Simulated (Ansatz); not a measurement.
# AlGeF (triplet): from Hartree-Fock to the top rungs at a displaced geometry (v2), cc-pVDZ

An exercise on one series of results from a longer session: the logs are not shown, and one member is left open.

Computed with Ansatz 0.2.0, Gaussian basis. Level: cc-pVDZ, core rule «outside noble gas», up to 20 orbitals frozen.

To be run: UHF; CCSD(T) on ROHF; CCSD(T) on UHF; BCCD(T) on ROHF; CISD as a restricted active space (open shells left free, so some higher excitations enter); CCSDT(Q) on ROHF; CCSDT(Q) on UHF.

37 further runs of the same task are left out: 10 for a known fault of the program, 13 that didn't finish, 14 set aside as unsound or not needed. Runs told in other sessions of the task aren't counted.

### What is computed

The geometry is a PBE0/def2-TZVP stationary point (not a proven minimum) with its atoms shifted at random (size 0.100 Å). No spin-orbit coupling is included. The filled d shell of Ge may be among the frozen orbitals whatever the setting's name suggests.

3 atoms, charge 0, spin multiplicity 3.

Atoms are counted from 1 here; the program's logs count them from 0.

Bond lengths: F1–Al2 1.668 Å, Al2–Ge3 2.406 Å. Angles: F1–Al2–Ge3 172.4°.

Set-up of the first run:

File in.yaml:

```yaml
crystal:
  periodic: [false, false, false]
  atoms:
    - {symbol: F, position_ang: [0.084376, 0.005225, -1.908102]}
    - {symbol: Al, position_ang: [-0.080498, 0.013599, -0.248309]}
    - {symbol: Ge, position_ang: [-0.003878, -0.018825, 2.156411]}
basis:
  gaussian: {orbitals: cc-pVDZ}
magnetization: {spin_polarized: true, initial_magnetization: 2}
hamiltonian: {xc: hf}
output: {orbitals: {seedname: orbitals}}
```

Run with:

```sh
$ ansatz run in.yaml --threads 1 --pin off --events-out ev --progress --plain --max-ram 2393MiB
```

Steps of the session up to this table: UHF; CCSD(T) on ROHF; CCSD(T) on UHF; BCCD(T) on ROHF; CISD as a restricted active space (open shells left free, so some higher excitations enter); CCSDT(Q) on ROHF; CCSDT(Q) on UHF.

One of the session's tables, all rows but one given; the rest of the session is left out.

| method | from UCCSDT(Q) (kcal/mol) |
| --- | --- |
| ROHF | +206.03 |
| UHF | +203.84 |
| RMP2 | +19.76 |
| UMP2 | +20.32 |
| CISD | +25.53 |
| RCCSD | +6.84 |
| UCCSD | +6.68 |
| RCCSD(T) | +1.52 |
| UCCSD(T) | ? |
| BCCD(T) | +1.43 |
| RCCSDT | +0.70 |
| UCCSDT | +0.58 |
| RCCSDT(Q) | +0.19 |
| UCCSDT(Q) | 0 |

**Question.** Estimate the row for UCCSD(T).

**Answer.** from UCCSDT(Q) (kcal/mol): +1.42. In the column «from UCCSDT(Q) (kcal/mol)» it lies between RCCSDT (+0.70) and BCCD(T) (+1.43).

To keep in mind: Restricted and unrestricted rows rest on different reference determinants; a gap between their highest levels can come from leftover correlation error, from unlike frozen cores or from another state.
